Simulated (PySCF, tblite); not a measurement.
# C₈H₁₂BCl: geometry, infrared bands and NMR shifts

What infrared bands and NMR shifts should C₈H₁₂BCl (`C#C[C@@H]1CCCC[C@@H]1BCl`) show?

Programs: tblite 0.8.0 and PySCF 2.14.0, with density-fitted response routines of our own. Each step states its level of theory. These are calculated values for one molecule in the gas phase, unless marked as measured. Atoms are numbered from 0 throughout.

## Step 1: The starting structure

22 atoms, charge 0, multiplicity 1; geometry from: force field or distance geometry start.

Bonds of the start (Å): C0–C1 1.20, C1–C2 1.46, C2–C3 1.53, C3–C4 1.55, C4–C5 1.52, C5–C6 1.52, C6–C7 1.52, C7–B8 1.59, B8–Cl9 1.87, C7–C2 1.50, C0–H10 1.06, C2–H11 1.13, C3–H12 1.12, C3–H13 1.10, C4–H14 1.11, C4–H15 1.08, C5–H16 1.09, C5–H17 1.13, C6–H18 1.13, C6–H19 1.11, C7–H20 1.11, B8–H21 1.18.

## Step 2: Optimising the geometry with GFN2-xTB

Job settings and geometry (Å):

```
{"job": {"kind": "relax", "xc": "GFN2-xTB", "basis": "xTB"}, "charge": 0, "multiplicity": 1}
C      3.060500     1.773400     0.264100
C      2.092000     1.070400     0.310900
C      0.941700     0.180100     0.396200
C      0.889200    -0.767200    -0.804000
C     -0.025000    -1.905500    -0.293100
C     -1.405400    -1.281200    -0.191500
C     -1.420400    -0.142600     0.815800
C     -0.362700     0.909200     0.539100
B     -0.745300     1.795400    -0.720000
Cl    -2.525200     1.746700    -1.293200
H      3.898700     2.416400     0.221900
H      0.995300    -0.502100     1.291300
H      0.295800    -0.308100    -1.629300
H      1.875300    -1.132700    -1.111300
H      0.316400    -2.084400     0.744400
H      0.019500    -2.778500    -0.935800
H     -1.708600    -0.913100    -1.173300
H     -2.080000    -2.111100     0.177100
H     -1.126600    -0.624900     1.799900
H     -2.437000     0.276300     0.930200
H     -0.310900     1.538600     1.452200
H     -0.247700     2.864300    -0.792600
```

Run with:

```bash
$ OMP_NUM_THREADS=1 python probes_run.py task.json out
```

One launch serves the whole session: the jobs run in the order shown.

**Question.** This job is followed by: GFN2-xTB harmonic vibrations, gas phase; GIAO PBE0/pcSseg-1 NMR shielding, non-relativistic, gas phase. Predict these results of the whole session: strongest single infrared mode (GFN2-xTB); zero-point energy (GFN2-xTB); 13C shifts against TMS (PBE0/pcSseg-1); 1H shifts against TMS (PBE0/pcSseg-1); 11B shifts against BF3·OEt2 (PBE0/pcSseg-1); 35Cl shifts against HCl (PBE0/pcSseg-1).

The runs gave:

| quantity | value |
| --- | --- |
| strongest single infrared mode (GFN2-xTB) | 2981 cm⁻¹, 146 km/mol |
| zero-point energy (GFN2-xTB) | 112.7 kcal/mol |
| 13C shifts against TMS (PBE0/pcSseg-1) | 93.7, 77.2, 47.6, 39.1, 35.0, 32.5, 30.4, 30.0 ppm |
| 1H shifts against TMS (PBE0/pcSseg-1) | 7.57, 2.68, 2.47, 2.12, 1.75, 1.64, 1.60, 1.51, 1.30, 1.23, 1.11, 0.90 ppm |
| 11B shifts against BF3·OEt2 (PBE0/pcSseg-1) | 77.2 ppm |
| 35Cl shifts against HCl (PBE0/pcSseg-1) | 293 ppm |

In words: The optimisation took 95 steps and gained 1.092 eV; among the close pairs (by a distance rule), B8–Cl9 changed most, from 1.871 to 1.694 Å. All 60 modes are real, so the xTB geometry is a minimum. Unscaled tight-binding wavenumbers are off by several per cent, some by more. Its intensities can rank the bands wrongly. At PBE0/pcSseg-1: The widest tensor belongs to Cl9: span 796 ppm, with a paramagnetic part of -491 ppm.
